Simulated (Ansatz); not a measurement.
# InBrCl2: one species, many methods

The task here is to estimate one member of a computed series from the others.

Method: functionals in def2-TZVPP, the program's frozen cores in correlated methods; program: Ansatz 0.2.0, Gaussian basis.

Levels to be run: LDA (SPW92), PBE-D4, revPBE-D4, BLYP-D4, r2SCAN-D4, B97M-V, PBE0-D4, B3LYP-D4, r2SCANh-D4, r2SCAN0-D4, HSE06-D4, BHLYP-D4, CAM-B3LYP-D4, LC-ωPBE, ωB97X-V, ωB97M-V, B2PLYP, PBE-QIDH; CCSD(T)/def2-SVP; CCSD(T)/def2-TZVPP; MP2/def2-QZVPP; extrapolation to the limit; RPA on PBE.

## Structure used throughout

The geometry comes from an earlier relaxation with PBE0-D4 in a triple-zeta def2 set; it is a stationary point. In takes the def2 core potential; no spin-orbit term is included.

SMILES `[Cl][In]([Cl])[Br]`, 4 atoms, charge 0, spin multiplicity 1.

Atoms are counted from 1 here; the program's logs count them from 0.

Bond lengths: Cl1–In2 2.296 Å, In2–Cl3 2.296 Å, In2–Br4 2.430 Å. Angles: Cl1–In2–Cl3 118.7°, Cl1–In2–Br4 120.6°, Cl3–In2–Br4 120.6°.

Geometry (Å):

```tsv
atom	x (Å)	y (Å)	z (Å)
Cl1	-1.7932	-1.0823	0.9549
In2	0.0168	-0.0315	0.0103
Cl3	2.1256	-0.6701	0.6565
Br4	-0.2936	1.7234	-1.6420
```

The first run:

in.yaml

```yaml
crystal:
  periodic: [false, false, false]
  atoms:
    - {symbol: Cl, position_ang: [-1.793236, -1.082255, 0.954865]}
    - {symbol: In, position_ang: [0.016783, -0.031469, 0.010297]}
    - {symbol: Cl, position_ang: [2.125585, -0.670098, 0.656545]}
    - {symbol: Br, position_ang: [-0.293633, 1.723421, -1.642007]}
basis:
  gaussian: {orbitals: def2-TZVPP}
hamiltonian: {xc: lda}
output: {orbitals: {seedname: orbitals}}
```

Steps of the session up to this table: LDA; PBE-D4 (GGA); revPBE-D4 (GGA); BLYP-D4 (GGA); r2SCAN-D4 (meta-GGA); B97M-V (meta-GGA); PBE0-D4 (hybrid); B3LYP-D4 (hybrid); r2SCANh-D4 (hybrid); r2SCAN0-D4 (hybrid); HSE06-D4 (hybrid); BHLYP-D4 (hybrid); CAM-B3LYP-D4 (range-separated); LC-ωPBE-D4 (range-separated; the results give it without D4); ωB97X-V (range-separated); ωB97M-V (range-separated); B2PLYP (double hybrid); PBE-QIDH (double hybrid).

One of the session's tables, all rows but one given; the rest of the session is left out.

It belongs to the step «Orbital energies across the functionals». 

```
  functional  HOMO (eV)  LUMO (eV)  gap (eV)
 LDA (SPW92)      -7.84      -4.10      3.74
      PBE-D4      -7.67      -3.77      3.90
   revPBE-D4      -7.61      -3.64      3.96
     BLYP-D4      -7.48      -3.71      3.77
   r2SCAN-D4      -8.02      -3.60      4.42
      B97M-V      -8.07      -3.57      4.50
     PBE0-D4      -8.98      -2.92      6.06
    B3LYP-D4      -8.69      -3.22      5.47
  r2SCANh-D4      -8.50      -3.29      5.21
  r2SCAN0-D4      -9.21      -2.82      6.39
    HSE06-D4          ?          ?         ?
    BHLYP-D4     -10.10      -2.04      8.06
CAM-B3LYP-D4     -10.30      -1.98      8.32
     LC-ωPBE     -11.72      -0.71     11.01
     ωB97X-V     -11.34      -0.87     10.48
     ωB97M-V     -11.19      -0.97     10.22
```

Estimate the missing values for HSE06-D4.

As computed: HOMO (eV): -8.58; LUMO (eV): -3.29; gap (eV): 5.29. In the column «HOMO (eV)» it lies between B3LYP-D4 (-8.69) and r2SCANh-D4 (-8.50).
